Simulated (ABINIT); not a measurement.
Crystal: Cd2S.

```
Cd S
1.0
     3.96267    0.00000    0.00000
    -1.98134    3.43177    0.00000
     0.00000    0.00000    5.80919
Cd S
2 1
Direct
  0.33333 0.66667 0.93272
  0.66667 0.33333 0.57873
  0.33333 0.66667 0.36571
```

The cell comes from a database or a generator and needn't be the stable form of this composition.

Base run:

```yaml
Program: ABINIT 10.8.3 (patched build)
Functional: PBE
Potentials_or_basis: JTH PAW PBE v2.0
Cutoff: 599 eV
k_mesh: 8 × 8 × 5
Occupations: fermi-dirac, width 0.05 eV
Spin: no spin polarisation
```

Its results: band gap on the k mesh 0.24 eV, indirect (least direct gap 0.57 eV); pressure -0.1 GPa; largest force 0.070 eV/Å.

Problem. The run is repeated on the same cell with these changes: functional from PBE to PBEsol. What comes out?

Solution. Band gap on the k mesh 0.23 eV, indirect (least direct gap 0.56 eV); pressure -3.0 GPa; largest force 0.135 eV/Å.

PBEsol binds more tightly than PBE, so the same cell stands under less pressure.

Caveats: an odd mesh through Γ misses points on the zone boundary, where band edges often lie (some runs); the PAW data sets were made with another functional, which shifts forces and pressure a little (some runs).

Not every run made on this cell is shown here.
